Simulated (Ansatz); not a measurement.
# CdCSb2: short molecular dynamics of a 16-atom cell, part 1 of 2

Aim: follow the atoms of CdCSb2 (ordering on zincblende) in time, from their lattice sites. Runs: PBE, 40 steps of 2 fs under a Langevin thermostat at 1000 K; PBE, 30 steps of 1 fs under a Langevin thermostat and barostat at 1300 K. The cell is a 2×2×1 supercell of the structure relaxed with r2SCAN.

Method: DFT, plane waves, PAW, no spin polarisation, in Ansatz 0.2.0.

## 1. The system as given

The cell holds 16 atoms (C4Cd4Sb8): a = 7.667 Å, b = 7.667 Å, c = 6.604 Å, α = 90.00°, β = 90.00°, γ = 90.00°.

As a file:

```xyz
16
Lattice="7.6669 0.0000 0.0000 0.0000 7.6669 0.0000 0.0000 0.0000 6.6035" Properties=species:S:1:pos:R:3 pbc="T T T"
Cd    0.0000    0.0000    0.0000
Sb    0.0000    1.9167    2.0564
C     1.9167    1.9167    3.3018
Sb    1.9167    0.0000    4.5472
Cd    0.0000    3.8334    0.0000
Sb    0.0000    5.7502    2.0564
C     1.9167    5.7502    3.3018
Sb    1.9167    3.8334    4.5472
Cd    3.8334    0.0000    0.0000
Sb    3.8334    1.9167    2.0564
C     5.7502    1.9167    3.3018
Sb    5.7502    0.0000    4.5472
Cd    3.8334    3.8334    0.0000
Sb    3.8334    5.7502    2.0564
C     5.7502    5.7502    3.3018
Sb    5.7502    3.8334    4.5472
```

## 2. Run 1: PBE

input.yaml

```yaml
crystal:
  lattice:
    - [7.6668677782, 0.0, 0.0]
    - [0.0, 7.6668677782, 0.0]
    - [0.0, 0.0, 6.603540025]
  atoms:
    - { symbol: Cd, position: [0.0, 0.0, 0.0] }
    - { symbol: Sb, position: [0.0, 0.25, 0.3114037651] }
    - { symbol: C, position: [0.25, 0.25, 0.5] }
    - { symbol: Sb, position: [0.25, 0.0, 0.6885962349] }
    - { symbol: Cd, position: [0.0, 0.5, 0.0] }
    - { symbol: Sb, position: [0.0, 0.75, 0.3114037651] }
    - { symbol: C, position: [0.25, 0.75, 0.5] }
    - { symbol: Sb, position: [0.25, 0.5, 0.6885962349] }
    - { symbol: Cd, position: [0.5, 0.0, 0.0] }
    - { symbol: Sb, position: [0.5, 0.25, 0.3114037651] }
    - { symbol: C, position: [0.75, 0.25, 0.5] }
    - { symbol: Sb, position: [0.75, 0.0, 0.6885962349] }
    - { symbol: Cd, position: [0.5, 0.5, 0.0] }
    - { symbol: Sb, position: [0.5, 0.75, 0.3114037651] }
    - { symbol: C, position: [0.75, 0.75, 0.5] }
    - { symbol: Sb, position: [0.75, 0.5, 0.6885962349] }
kpoints:
  mp_grid: { grid: [2, 2, 2] }
hamiltonian:
  xc: pbe
scf:
  occupations: { method: fermi_dirac, width: 0.086 }
md:
  ensemble: nvt_langevin
  temperature: 1000
  timestep: 2.0
  n_steps: 40
  initial_velocities: maxwell_boltzmann
  seed: 1048
```

Started as:

```bash
$ ansatz run input.yaml --threads 4 --pin off --max-ram 3686MiB --backend cpu --events-out ev --progress --plain --runs-dir out
```

What it wrote (excerpt; [...] marks lines left out):

```text
Warning: md: disabling space-group detection — thermal motion breaks the input geometry's symmetry, so no spatial operation reduces the k-mesh or symmetrises the density; time reversal is kept, so that k and −k are solved as one point where they differ and the mesh holds both, and exact [...]
Warning: RAYON_NUM_THREADS=4 ignored (pool sized by the plan → 4); use --threads N
[...]
Pseudopotentials: kind: paw
Pseudopotential: Cd, paw, valence charge 20, recommended cutoff 420 eV (normal), Cd.paw.azcp
Pseudopotential: Sb, paw, valence charge 15, recommended cutoff 420 eV (normal), Sb.paw.azcp
Pseudopotential: C, paw, valence charge 4, recommended cutoff 420 eV (normal), C.paw.azcp
Functional definition: PBE
[...]
Crystal: 16 atoms, lattice volume = 388.162 Å³
Basis set: ecut = 420 eV, 7571 PW (Γ), exchange–correlation on 108×108×90 points (8 copies of the dense FFT grid, shifted against one another)
Bands: 130, of which v1, the nominal top of the filled ones, is band 108 counted from 1 (107 counted from 0)
Symmetry: 1 space group operations
k-points: 8
[...]
SCF iter   1: F=—  HF=-85885.228756 eV  |F-HF|=—  |Δ(HF+E_count)|=         —  Δρ=4.97e-3  dr2=1.10e-1  ethr=1.77e-3  ⟨swp⟩=6.8  Hψ=4097  notcnv=0  defer=2
[...]
md step     0: t =     0.00 fs  T =   937.5 K  F+E_penalty+E_count = -85885.20621106 eV  E_kin = 1.938900 eV  (8 SCF iters)
[...]
md step    10: t =    20.00 fs  T =   729.0 K  F+E_penalty+E_count = -85884.82109053 eV  E_kin = 1.507723 eV  (7 SCF iters)
[...]
md step    20: t =    40.00 fs  T =   630.4 K  F+E_penalty+E_count = -85884.74892840 eV  E_kin = 1.303860 eV  (6 SCF iters)
[...]
md step    30: t =    60.00 fs  T =   739.1 K  F+E_penalty+E_count = -85884.29149815 eV  E_kin = 1.528661 eV  (7 SCF iters)
[...]
md step    39: t =    78.00 fs  T =   669.1 K  F+E_penalty+E_count = -85884.11820096 eV  E_kin = 1.383909 eV  (5 SCF iters)
[...]
md step    40: t =    80.00 fs  T =   698.9 K  F+E_penalty+E_count = -85884.13152663 eV  E_kin = 1.445334 eV  (7 SCF iters)
SCF converged after 7 iterations
Free energy (F): -85884.131527 eV
[...]
E sigma→0 (E₀):  -85884.085960 eV
Entropy (-TS):   -0.091133 eV (-5.696 meV/atom)
Fermi energy:    10.181355 eV
[...]
--- Forces (eV/Å), atoms counted from 1 ---
  atom   1  Cd     0.01037849     0.00643645     1.72072490
  atom   2  Sb     0.63602592    -0.91640448    -1.53339500
  atom   3  C      0.64709062    -0.12079864    -0.61575985
  atom   4  Sb     0.16964105    -0.83363084    -0.90676842
  atom   5  Cd     0.32314046     0.49244870     0.16254483
  atom   6  Sb     0.22017753     0.19769382    -1.19911474
  atom   7  C      0.18033715    -0.41907108     0.57974551
  atom   8  Sb     0.13935228     0.93755984     0.82938359
[...]
--- MD trajectory: 40 steps, t = 0.0 → 80.0 fs ---
  final state: T = 698.9 K   F+E_penalty+E_count = -85884.13152663 eV   E_kin = 1.445334 eV
```

Run time: 3.2 min. Hardware: 4 threads of Arm Neoverse V2, shared host; peak memory 1.6 GiB.

## 3. The trajectory

The trajectory, every 2 steps (energies from step 0); msd is the mean square displacement from the start, the centre of mass held:

```tsv
time (fs)	T (K)	potential energy change (meV/atom)	msd Cd (Å²)	msd C (Å²)	msd Sb (Å²)
0.0	938	0.0	0.000	0.000	0.000
4.0	842	2.6	0.001	0.002	0.000
8.0	743	8.8	0.002	0.006	0.001
12.0	743	16.0	0.004	0.011	0.002
16.0	781	20.8	0.008	0.015	0.003
20.0	729	24.1	0.012	0.017	0.005
24.0	670	25.9	0.017	0.017	0.007
28.0	653	26.4	0.023	0.014	0.010
32.0	602	26.9	0.028	0.013	0.012
36.0	624	28.0	0.033	0.014	0.015
40.0	630	28.6	0.037	0.015	0.018
44.0	624	28.3	0.041	0.016	0.021
48.0	723	29.3	0.046	0.019	0.023
52.0	763	34.4	0.050	0.027	0.026
56.0	733	44.9	0.053	0.042	0.029
60.0	739	57.2	0.058	0.058	0.032
64.0	745	66.2	0.062	0.072	0.035
68.0	602	70.7	0.067	0.080	0.039
72.0	580	71.2	0.072	0.081	0.042
76.0	597	69.1	0.077	0.078	0.046
80.0	699	67.2	0.081	0.073	0.050
```

time (fs), T (K) and a bar:
```
      0.0        938 ##############################
      4.0        842 ######################
      6.0        789 ##################
     10.0        770 ################
     14.0        768 ################
     18.0        765 ################
     20.0        729 #############
     24.0        670 ########
     28.0        653 ######
     32.0        602 ##
     34.0        610 ###
     38.0        610 ###
     42.0        659 #######
     46.0        651 ######
     48.0        723 ############
     52.0        763 ################
     56.0        733 #############
     60.0        739 #############
     62.0        725 ############
     66.0        710 ###########
     70.0        604 ##
     74.0        577 
     76.0        597 ##
     80.0        699 ##########
```

Pair distribution over the second half of the run:

```tsv
r (Å)	g Sb–Sb	g Cd–Sb	g Sb–C
0.68	0.00	0.00	0.00
0.84	0.00	0.00	0.00
1.00	0.00	0.00	0.00
1.16	0.00	0.00	0.00
1.32	0.00	0.00	0.00
1.48	0.00	0.00	0.00
1.64	0.00	0.00	0.00
1.80	0.00	0.00	0.00
1.96	0.00	0.00	0.03
2.12	0.00	0.00	6.60
2.28	0.00	0.00	8.69
2.44	0.00	0.00	3.37
2.60	0.00	0.54	0.23
2.76	0.00	5.57	0.00
2.92	0.00	3.67	0.00
3.08	0.02	1.94	0.00
3.24	0.30	0.07	0.00
```

First peaks of g(r) that rise above 1 (not always the tallest), and, where a minimum follows, the mean number of second-named atoms round a first-named one up to the next minimum:

```tsv
pair	peak (Å)	height	minimum (Å)	neighbours
Cd–Sb	2.76	5.6	-	-
Sb–C	2.20	10.1	2.68	2.0
```

## 4. Frames from the trajectory

Extended XYZ, with forces in eV/Å:

```xyz
16
Lattice="7.667 0.000 0.000 0.000 7.667 0.000 0.000 0.000 6.604" Properties=species:S:1:pos:R:3:forces:R:3 pbc="T T T" time_fs=14.0 T=768 dE=0.3007
Cd   -0.075    0.004   -0.032    0.016   -0.099    0.177
Sb   -0.003    1.905    2.046    0.314   -0.108    0.713
C     1.993    1.850    3.421   -0.425    0.369   -0.618
Sb    1.930    0.010    4.610   -0.076   -0.642   -0.518
Cd   -0.028    3.824    0.015    0.184   -0.051   -0.170
Sb    0.016    5.715    2.054   -0.625    0.297    0.281
C     1.844    5.731    3.239    0.743    0.084    0.766
Sb    1.957    3.816    4.575   -0.395    0.206   -0.757
Cd    3.865    0.084    0.034    0.089   -0.232   -0.108
Sb    3.783    1.887    2.105    0.299    0.534    0.283
C     5.788    1.944    3.253   -0.364   -0.239    0.233
Sb    5.718   -0.002    4.498   -0.076    0.094   -0.502
Cd    3.849    3.893   -0.049    0.122   -0.230    0.567
Sb    3.862    5.737    2.056   -0.663    0.052   -0.011
C     5.633    5.773    3.274    0.869   -0.307    0.515
Sb    5.782    3.780    4.547   -0.012    0.272   -0.851
16
Lattice="7.667 0.000 0.000 0.000 7.667 0.000 0.000 0.000 6.604" Properties=species:S:1:pos:R:3:forces:R:3 pbc="T T T" time_fs=26.0 T=729 dE=0.4205
Cd   -0.150   -0.003   -0.071    0.119   -0.059    0.449
Sb    0.007    1.897    2.065    0.147   -0.320    0.644
C     1.997    1.789    3.450   -0.589    0.611   -0.586
Sb    1.939    0.014    4.653   -0.156   -0.943   -0.279
Cd   -0.044    3.800    0.029    0.322   -0.106   -0.316
Sb    0.011    5.693    2.044   -0.379    0.550    0.612
C     1.849    5.748    3.309    0.618    0.054    0.161
Sb    1.989    3.802    4.562   -0.665    0.186   -0.565
Cd    3.884    0.144    0.056    0.148   -0.365   -0.089
Sb    3.729    1.877    2.152    0.749    0.698    0.032
C     5.800    1.901    3.275   -0.403   -0.072   -0.063
Sb    5.692   -0.004    4.462   -0.185    0.153   -0.146
Cd    3.862    3.942   -0.084    0.217   -0.397    0.601
Sb    3.879    5.696    2.045   -0.611    0.318    0.333
C     5.646    5.779    3.321    0.729   -0.572   -0.085
Sb    5.823    3.755    4.530   -0.061    0.264   -0.702
16
Lattice="7.667 0.000 0.000 0.000 7.667 0.000 0.000 0.000 6.604" Properties=species:S:1:pos:R:3:forces:R:3 pbc="T T T" time_fs=40.0 T=630 dE=0.4573
Cd   -0.210    0.003   -0.115    0.211   -0.010    0.848
Sb    0.003    1.908    2.106   -0.148   -0.662    0.611
C     1.888    1.762    3.459   -0.275    0.525   -0.660
Sb    1.946    0.019    4.700   -0.255   -0.997   -0.397
Cd   -0.047    3.754    0.049    0.426   -0.012   -0.454
Sb    0.004    5.676    2.052   -0.150    0.726    0.512
C     1.881    5.721    3.341    0.324    0.261   -0.225
Sb    1.990    3.810    4.510   -0.603    0.037    0.167
Cd    3.884    0.199    0.067    0.290   -0.367    0.092
Sb    3.701    1.886    2.210    0.460    0.676   -0.187
C     5.702    1.842    3.301    0.143    0.334   -0.552
Sb    5.674    0.001    4.427   -0.321   -0.317    0.268
Cd    3.885    3.955   -0.103    0.181   -0.480    0.232
Sb    3.890    5.658    2.033   -0.171    0.489    0.747
C     5.748    5.706    3.392    0.095   -0.425   -0.836
Sb    5.879    3.713    4.501   -0.208    0.224   -0.167
16
Lattice="7.667 0.000 0.000 0.000 7.667 0.000 0.000 0.000 6.604" Properties=species:S:1:pos:R:3:forces:R:3 pbc="T T T" time_fs=54.0 T=748 dE=0.6236
Cd   -0.230   -0.009   -0.174    0.153   -0.019    1.418
Sb   -0.001    1.910    2.147   -0.448   -0.898   -0.093
C     1.761    1.829    3.442    0.443   -0.082   -0.138
Sb    1.950    0.046    4.753   -0.092   -0.611   -1.127
Cd   -0.032    3.687    0.058    0.444    0.268   -0.432
Sb   -0.001    5.689    2.085    0.574    0.597   -0.539
C     2.014    5.804    3.263   -0.416   -0.224    0.454
Sb    1.973    3.819    4.468   -0.342    0.523    0.494
Cd    3.904    0.239    0.069    0.432   -0.271    0.356
Sb    3.708    1.927    2.254   -0.200    0.474   -0.610
C     5.652    1.883    3.262    0.619   -0.154   -0.168
Sb    5.683   -0.001    4.403   -0.563   -0.600   -0.493
Cd    3.907    3.923   -0.093    0.037   -0.539   -0.175
Sb    3.898    5.634    2.027    0.315    0.681    0.460
C     5.889    5.534    3.318   -0.785    0.471   -0.096
Sb    5.906    3.663    4.459   -0.173    0.385    0.690
16
Lattice="7.667 0.000 0.000 0.000 7.667 0.000 0.000 0.000 6.604" Properties=species:S:1:pos:R:3:forces:R:3 pbc="T T T" time_fs=66.0 T=710 dE=1.1045
Cd   -0.232   -0.030   -0.209    0.044   -0.028    1.677
Sb   -0.023    1.904    2.198   -0.608   -0.975   -1.187
C     1.635    1.872    3.472    1.245   -0.387    0.245
Sb    1.962    0.071    4.793    0.049   -0.472   -1.420
Cd   -0.007    3.632    0.062    0.409    0.461   -0.234
Sb   -0.003    5.734    2.114    1.183    0.461   -1.489
C     2.042    5.891    3.205   -0.684   -0.493    1.027
Sb    1.956    3.824    4.458   -0.159    0.857    0.603
Cd    3.936    0.268    0.098    0.520   -0.224    0.260
Sb    3.702    1.982    2.265   -0.383    0.325   -0.391
C     5.672    1.888    3.234    0.283   -0.245   -0.032
Sb    5.703    0.006    4.375   -0.831   -0.666   -0.540
Cd    3.930    3.882   -0.079    0.019   -0.469   -0.381
Sb    3.900    5.645    2.028    0.535    0.640    0.115
C     5.943    5.430    3.244   -1.425    0.780    0.406
Sb    5.941    3.646    4.416   -0.198    0.436    1.342
16
Lattice="7.667 0.000 0.000 0.000 7.667 0.000 0.000 0.000 6.604" Properties=species:S:1:pos:R:3:forces:R:3 pbc="T T T" time_fs=80.0 T=699 dE=1.0747
Cd   -0.229   -0.064   -0.229    0.010    0.006    1.721
Sb   -0.064    1.893    2.233    0.636   -0.916   -1.533
C     1.644    1.837    3.546    0.647   -0.121   -0.616
Sb    1.976    0.099    4.816    0.170   -0.834   -0.907
Cd    0.029    3.591    0.040    0.323    0.492    0.163
Sb   -0.004    5.785    2.136    0.220    0.198   -1.199
C     1.916    5.907    3.290    0.180   -0.419    0.580
Sb    1.911    3.819    4.462    0.139    0.938    0.829
Cd    3.971    0.300    0.132    0.521   -0.200    0.022
Sb    3.682    2.019    2.287   -0.307    0.263   -0.212
C     5.706    1.873    3.205   -0.686   -0.366    0.170
Sb    5.728    0.006    4.341   -0.940   -0.850   -0.307
Cd    3.970    3.843   -0.067   -0.020   -0.349   -0.520
Sb    3.914    5.680    2.026   -0.170    0.421    0.193
C     5.805    5.420    3.253   -0.426    1.052   -0.024
Sb    5.981    3.613    4.372   -0.298    0.685    1.640
```

## 5. Run 2: PBE

input.yaml: that of step 2 with these lines changed.

```diff
@@ -27,9 +27,9 @@
 scf:
-  occupations: { method: fermi_dirac, width: 0.086 }
+  occupations: { method: fermi_dirac, width: 0.112 }
 md:
-  ensemble: nvt_langevin
-  temperature: 1000
-  timestep: 2.0
-  n_steps: 40
+  ensemble: npt_langevin
+  temperature: 1300
+  timestep: 1.0
+  n_steps: 30
   initial_velocities: maxwell_boltzmann
-  seed: 1048
+  seed: 9649
```

Started as:

```bash
$ ansatz run input.yaml --threads 4 --pin off --max-ram 3686MiB --backend cpu --events-out ev --progress --plain --runs-dir out
```

What it wrote (excerpt; [...] marks lines left out):

```text
Warning: md: disabling space-group detection — thermal motion breaks the input geometry's symmetry, so no spatial operation reduces the k-mesh or symmetrises the density; time reversal is kept, so that k and −k are solved as one point where they differ and the mesh holds both, and exact [...]
Warning: RAYON_NUM_THREADS=4 ignored (pool sized by the plan → 4); use --threads N
band count auto-derived: 131 (N_el = 216.0; filled up to band 108; 130 by the electrons, moments and atoms)
[...]
[... 5 set-up lines as earlier in the session ...]
[...]
Crystal: 16 atoms, lattice volume = 388.162 Å³
Basis set: ecut = 420 eV (smoothed over ±3.0 %; plane waves to 437.0 eV, density to 1747.9 eV), 8071 PW (Γ), exchange–correlation on 108×108×96 points (8 copies of the dense FFT grid, shifted against one another)
Bands: 131, of which v1, the nominal top of the filled ones, is band 108 counted from 1 (107 counted from 0)
[... 1 set-up line as earlier in the session ...]
k-points: 8
[...]
SCF iter   1: F=—  HF=-85885.268647 eV  |F-HF|=—  |Δ(HF+E_count)|=         —  Δρ=4.69e-3  dr2=9.66e-2  ethr=1.77e-3  ⟨swp⟩=6.8  Hψ=4182  notcnv=0  defer=3
[...]
md step     0: t =     0.00 fs  T =  1218.8 K  F+E_penalty+E_count = -85885.25016576 eV  E_kin = 2.520570 eV  conserved = -85883.39742608 eV  P_inst = 2.0226 GPa  V = 388.1618 Å³  selection 1  (8 SCF iters)
[...]
md step     1: t =     1.00 fs  T =  1235.5 K  F+E_penalty+E_count = -85885.24788683 eV  E_kin = 2.555206 eV  conserved = -85883.39750403 eV  P_inst = 2.0372 GPa  V = 388.1773 Å³  selection 1  (7 SCF iters)
[...]
md step     2: t =     2.00 fs  T =  1283.5 K  F+E_penalty+E_count = -85885.23571352 eV  E_kin = 2.654417 eV  conserved = -85883.39750671 eV  P_inst = 2.0787 GPa  V = 388.2043 Å³  selection 1  (7 SCF iters)
[... from here on, the SCF cycles and remarks between the steps are left out ...]
```

## 6. The output, continued: npt_langevin at 1300 K

Output, continued (excerpt; [...] marks lines left out):

```text
md step     3: t =     3.00 fs  T =  1216.5 K  F+E_penalty+E_count = -85885.21501582 eV  E_kin = 2.515896 eV  conserved = -85883.39735297 eV  P_inst = 2.0543 GPa  V = 388.2932 Å³  selection 1  (7 SCF iters)
[...]
md step    10: t =    10.00 fs  T =  1029.8 K  F+E_penalty+E_count = -85884.89225901 eV  E_kin = 2.129756 eV  conserved = -85883.39707465 eV  P_inst = 2.0796 GPa  V = 389.8192 Å³  selection 1  (7 SCF iters)
[...]
md step    17: t =    17.00 fs  T =   726.7 K  F+E_penalty+E_count = -85884.45110069 eV  E_kin = 1.502852 eV  conserved = -85883.39657184 eV  P_inst = 1.9133 GPa  V = 392.7651 Å³  selection 1  (5 SCF iters)
[...]
md step    24: t =    24.00 fs  T =   638.9 K  F+E_penalty+E_count = -85884.22562125 eV  E_kin = 1.321255 eV  conserved = -85883.39664454 eV  P_inst = 1.7420 GPa  V = 395.3269 Å³  selection 1  (4 SCF iters)
[...]
  atom   4  Sb    -0.18062085    -0.53811577    -0.45717185
  atom   5  Cd     0.01714265     0.16930409    -0.23636705
  atom   6  Sb     0.21276274    -0.21990211     0.45814840
  atom   7  C     -0.67280296     0.63001367    -0.20278203
  atom   8  Sb     0.51280019    -0.47462244     0.75955868
[...]
--- Stress (GPa, compression-positive) ---
        0.657916      -0.019256       1.164626
       -0.019256       0.983580      -1.022516
        1.164626      -1.022516       1.946334
  P = ⅓ Tr σ = 1.1959 GPa (11.959 kbar)
--- MD trajectory: 30 steps, t = 0.0 → 30.0 fs ---
  final state: T = 511.2 K   F+E_penalty+E_count = -85884.26067407 eV   E_kin = 1.057221 eV
  conserved energy: peak-to-peak 1.004e-3 eV (6.275e-5 eV/atom) over 30.0 fs
  cell: V = 396.8816 Å³ at the end; means of 31 rows, the approach among them: V = 392.0581 Å³, P_inst = 1.8994 GPa
  mean static stress (GPa): xx 0.8473  yy 1.3142  zz 2.0829  yz -0.6722  xz 0.6100  xy -0.0408
  the result is of one more SCF, on plane waves selected at the last cell: its energy does not rank with the rows'
```

Wall time 2.7 min (4 threads of Arm Neoverse V2, shared host); peak memory 1.7 GiB.

## 7. The trajectory

One step in 2; energies are changes from step 0; msd is the mean square displacement from the start, the centre of mass held:

```tsv
time (fs)	T (K)	potential energy change (meV/atom)	conserved energy change (meV/atom)	volume (Å³/atom)	pressure (GPa)	msd C (Å²)	msd Cd (Å²)	msd Sb (Å²)
0.0	1219	0.0	0.00	24.26	2.0	0.000	0.000	0.000
2.0	1283	0.9	-0.01	24.26	2.1	0.001	0.000	0.000
4.0	1265	4.0	0.01	24.28	2.1	0.006	0.001	0.000
6.0	1276	8.7	0.02	24.30	2.1	0.012	0.001	0.001
8.0	1080	15.0	0.02	24.33	2.1	0.020	0.002	0.001
10.0	1030	22.4	0.02	24.36	2.1	0.031	0.003	0.002
12.0	960	30.4	0.03	24.41	2.1	0.043	0.004	0.002
14.0	789	39.1	0.04	24.46	2.0	0.056	0.006	0.003
16.0	690	46.7	0.05	24.52	1.9	0.067	0.007	0.004
18.0	644	53.0	0.05	24.57	1.9	0.078	0.008	0.005
20.0	675	58.3	0.06	24.62	1.8	0.088	0.010	0.006
22.0	649	62.2	0.06	24.67	1.8	0.097	0.011	0.007
24.0	639	64.0	0.05	24.71	1.7	0.103	0.013	0.008
26.0	543	64.3	0.04	24.74	1.6	0.108	0.014	0.009
28.0	537	63.0	0.04	24.78	1.5	0.109	0.015	0.009
30.0	511	61.8	0.04	24.81	1.5	0.110	0.017	0.010
```

time (fs), T (K) and a bar:
```
      0.0       1219 ###########################
      1.0       1235 ############################
      3.0       1216 ###########################
      4.0       1265 #############################
      5.0       1285 ##############################
      7.0       1183 ##########################
      8.0       1080 ######################
      9.0       1054 #####################
     10.0       1030 ####################
     12.0        960 #################
     13.0        850 #############
     14.0        789 ###########
     16.0        690 #######
     17.0        727 ########
     18.0        644 #####
     20.0        675 ######
     21.0        601 ###
     22.0        649 #####
     23.0        592 ###
     25.0        561 ##
     26.0        543 #
     27.0        527 #
     29.0        533 #
     30.0        511
```

Pair distribution over the second half of the run:

```tsv
r (Å)	g Cd–Sb	g Sb–C
0.68	0.00	0.00
0.84	0.00	0.00
1.00	0.00	0.00
1.16	0.00	0.00
1.32	0.00	0.00
1.48	0.00	0.00
1.64	0.00	0.00
1.80	0.00	0.00
1.96	0.00	0.51
2.12	0.00	5.68
2.28	0.00	8.28
2.44	0.00	2.77
2.60	1.25	0.83
2.76	4.92	0.52
2.92	5.20	0.19
3.08	0.84	0.00
3.24	0.00	0.00
```

First peaks of g(r) that rise above 1 (not always the tallest), and, where a minimum follows, the mean number of second-named atoms round a first-named one up to the next minimum:

```tsv
pair	peak (Å)	height	minimum (Å)	neighbours
Cd–Sb	2.84	6.9	-	-
Sb–C	2.20	8.5	3.00	2.0
```

(Continued in part 2 of 2.)
